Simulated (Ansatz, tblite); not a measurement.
**B9As8 wurtzite off rod (B9As8H24−): rung by rung**

How do method and basis change the picture of B9As8 wurtzite off rod (B9As8H24−) (singlet)?

Method: level and basis change from run to run; program: Ansatz 0.2.0, Gaussian basis.

The runs, in order: GFN1-xTB, GFN2-xTB, PBE-D4/def2-SVP, r2SCAN-D4/def2-SVP, CAM-B3LYP-D4/def2-SVP, r2SCAN0-D4/def2-SVP, B97M-V/def2-SVP, PBE0-D4/def2-TZVP, PBE-D4/def2-TZVP, HF/STO-3G, MP2/def2-SVP, RPA/def2-SVP.

## 1. The structure

The singlet was relaxed beforehand with r2SCAN-D4/def2-SVP.

41 atoms, charge -1, spin multiplicity 1.

Bond lengths: B1–As2 2.055 Å, B1–As3 2.089 Å, B1–As10 2.056 Å, B1–H18 1.214 Å, As2–B7 2.053 Å, As2–H19 1.508 Å, As2–H20 1.516 Å, As3–B4 2.071 Å, As3–B11 2.071 Å, As3–H21 1.509 Å, B4–As6 2.084 Å, B4–As8 2.073 Å, B4–H22 1.218 Å, B5–As6 2.067 Å, B5–As12 2.067 Å, B5–H23 1.222 Å, B5–H24 1.220 Å, As6–B9 2.068 Å and more. Angles: As2–B1–As3 107.5°, As2–B1–As10 108.9°, As2–B1–H18 110.3°, As3–B1–As10 107.5°, As3–B1–H18 112.2°, As10–B1–H18 110.3°, B1–As2–B7 120.0°, B1–As2–H19 105.1°, B1–As2–H20 108.2°, B7–As2–H19 111.6°, B7–As2–H20 111.2°, H19–As2–H20 98.3°, B1–As3–B4 111.8°, B1–As3–B11 111.8°, B1–As3–H21 103.7°, B4–As3–B11 112.1°, B4–As3–H21 108.5°, B11–As3–H21 108.5° and more.

The ion is computed in the gas phase, without counter-ions or solvent.

PBE0-D4/def2-SVP was run before; its log isn't repeated, and its numbers join the tables.

## 2. GFN1-xTB

Tight binding, by tblite at 300 K electronic temperature and without a spin-polarisation term:

```python
tblite.interface.Calculator('GFN1-xTB', numbers, positions, charge=-1, uhf=0).singlepoint()
```

Energy -1221.7699 eV, HOMO -7.35 eV, LUMO -2.64 eV; 0.13 s.

## 3. GFN2-xTB

Tight binding, by tblite at 300 K electronic temperature and without a spin-polarisation term:

```python
tblite.interface.Calculator('GFN2-xTB', numbers, positions, charge=-1, uhf=0).singlepoint()
```

Energy -1158.9040 eV, HOMO -6.22 eV, LUMO -1.58 eV; 0.14 s.

## 4. PBE-D4/def2-SVP

start.molden holds the orbitals of an earlier run on this state, given as this run's starting guess.

in.yaml reads:

```yaml
crystal:
  periodic: [false, false, false]
  atoms:
    - {symbol: B, position_ang: [-0.002761, -1.806788, -2.567613]}
    - {symbol: As, position_ang: [-1.675582, -0.800081, -3.210172]}
    - {symbol: As, position_ang: [-0.001067, -1.751934, -0.478902]}
    - {symbol: B, position_ang: [-1.717554, -0.867097, 0.269141]}
    - {symbol: B, position_ang: [0.000211, -1.892752, 3.059971]}
    - {symbol: As, position_ang: [-1.617753, -0.819604, 2.349796]}
    - {symbol: B, position_ang: [-2.052745, 1.101393, -2.534842]}
    - {symbol: As, position_ang: [-1.670335, 1.059291, -0.493868]}
    - {symbol: B, position_ang: [-1.707568, 1.119186, 3.062289]}
    - {symbol: As, position_ang: [1.668294, -0.799135, -3.213803]}
    - {symbol: B, position_ang: [1.717342, -0.869413, 0.267396]}
    - {symbol: As, position_ang: [1.619096, -0.822007, 2.348196]}
    - {symbol: B, position_ang: [2.053166, 1.100123, -2.536067]}
    - {symbol: As, position_ang: [1.672111, 1.057231, -0.495005]}
    - {symbol: B, position_ang: [0.001796, 2.067304, 0.189505]}
    - {symbol: B, position_ang: [1.711974, 1.116539, 3.060962]}
    - {symbol: As, position_ang: [0.002558, 1.985531, 2.282603]}
    - {symbol: H, position_ang: [-0.002454, -2.942594, -2.997291]}
    - {symbol: H, position_ang: [-2.827685, -1.730757, -2.923788]}
    - {symbol: H, position_ang: [-1.713424, -0.862688, -4.723937]}
    - {symbol: H, position_ang: [-0.001778, -3.208232, -0.082635]}
    - {symbol: H, position_ang: [-2.700186, -1.461273, -0.137583]}
    - {symbol: H, position_ang: [-0.000942, -3.019763, 2.588552]}
    - {symbol: H, position_ang: [0.000991, -1.846225, 4.279137]}
    - {symbol: H, position_ang: [-2.876089, -1.541775, 2.789532]}
    - {symbol: H, position_ang: [-3.231003, 1.333621, -2.735342]}
    - {symbol: H, position_ang: [-1.278279, 1.834637, -3.117416]}
    - {symbol: H, position_ang: [-2.853215, 1.759605, 0.127603]}
    - {symbol: H, position_ang: [-2.708729, 1.678169, 2.644474]}
    - {symbol: H, position_ang: [-1.599380, 1.093641, 4.277826]}
    - {symbol: H, position_ang: [1.700136, -0.858321, -4.727824]}
    - {symbol: H, position_ang: [2.820382, -1.731856, -2.934150]}
    - {symbol: H, position_ang: [2.698788, -1.464877, -0.140343]}
    - {symbol: H, position_ang: [2.876674, -1.545985, 2.787105]}
    - {symbol: H, position_ang: [1.282006, 1.838035, -3.117005]}
    - {symbol: H, position_ang: [3.232466, 1.326804, -2.736919]}
    - {symbol: H, position_ang: [2.856149, 1.755894, 0.126121]}
    - {symbol: H, position_ang: [0.002419, 3.209207, -0.227311]}
    - {symbol: H, position_ang: [1.604393, 1.090781, 4.276548]}
    - {symbol: H, position_ang: [2.713705, 1.674232, 2.642804]}
    - {symbol: H, position_ang: [0.003841, 3.441922, 2.702275]}
basis:
  gaussian: {orbitals: def2-SVP, fitting: {mean_field: def2-universal-jkfit}, initial_orbitals: start.molden}
total_charge: -1
hamiltonian: {xc: pbe, dispersion: d4}
scf: {omitted_lower_state_checks: [starts]}
output: {orbitals: {seedname: orbitals}}
```

On the command line:

```bash
$ ansatz run in.yaml --threads 2 --pin off --events-out ev --progress --plain --max-ram 22528MiB --backend cuda --devices 0, --max-vram 18GiB
```

The runs that follow: r2SCAN-D4/def2-SVP; CAM-B3LYP-D4/def2-SVP; r2SCAN0-D4/def2-SVP; B97M-V/def2-SVP; PBE0-D4/def2-TZVP; PBE-D4/def2-TZVP; HF/STO-3G; MP2/def2-SVP; RPA/def2-SVP.

**Question.** What will the summary of the whole plan be? Wanted: gap in def2-SVP, functionals, smallest and largest; correlation energy, MP2/def2-SVP; PBE0 total energy, smallest basis above largest.

**Answer**, as computed:

```
                                          quantity                                     value
gap in def2-SVP, functionals, smallest and largest  4.05 eV (PBE-D4), 8.08 eV (CAM-B3LYP-D4)
                  correlation energy, MP2/def2-SVP                                 -78.52 eV
   PBE0 total energy, smallest basis above largest            66.27 eV (def2-SVP, def2-TZVP)
```

**Reading.** Orbital gaps of the functionals in def2-SVP span 4.05 eV (PBE-D4) to 8.08 eV (CAM-B3LYP-D4); exact exchange widens it.
